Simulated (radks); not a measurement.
**Os⁺ in [Xe] 4f14 5d6 6s1: an all-electron calculation**

Aim: the levels, the sizes of the orbitals and the parts of the energy of the osmium ion Os+.

Method: scalar-relativistic Kohn-Sham, PW91, spin-unpolarised, spherical densities, finite nucleus. Code: radks (a radial shooting solver on a logarithmic mesh, Libxc functionals) version 1.

## 1. Starting point

| Quantity | Value |
| --- | --- |
| element | osmium (Z = 76) |
| charge | +1 |
| electrons | 75 |
| configuration | [Xe] 4f14 5d6 6s1 |
| nuclear rms radius | 5.4126 fm |

The outer shells:

Os⁺
```
[Xe] core
4f [↑↓][↑↓][↑↓][↑↓][↑↓][↑↓][↑↓]
5d [↑↓][↑ ][↑ ][↑ ][↑ ]
6s [↑ ]
```

## 2. The run

Settings of this run:

```text
Z 76
configuration [Xe] 4f14 5d6 6s1 6p0 7s0
relativity scalar-relativistic
functional pw91,pw91
spin unpolarised
nucleus finite rms 5.4126 fm
c 137.035999084
```

Q: Predict the outcome of this run.

**Answer**, as computed:

```
                        quantity                value
                    total energy  -17252.0685 hartree
exchange-correlation share of it               1.97 %
                            −T/E               1.1079
          highest occupied level       6s, -13.214 eV
    most extended occupied level  6s, <r> = 2.78 bohr
 radius at density 0.001 e/bohr³            4.16 bohr
    maxima of the radial density                    4
         ionisation energy, NIST    17 (semi-emp.) eV
```

**Reading.** The radial density shows 4 maxima for 6 occupied principal shells; where shells overlap, one shows as a shoulder or not at all. −T/E is 1.108: with relativity the kinetic term as defined here no longer equals −E. Minus the highest eigenvalue, 13.214 eV, is 78 % of the tabulated ionisation energy (17 eV); the potential of a semilocal functional falls off too fast, so its top eigenvalue is too shallow. Spin polarisation and multiplet splitting are left out. Spin-orbit splitting is averaged out at the scalar-relativistic level.
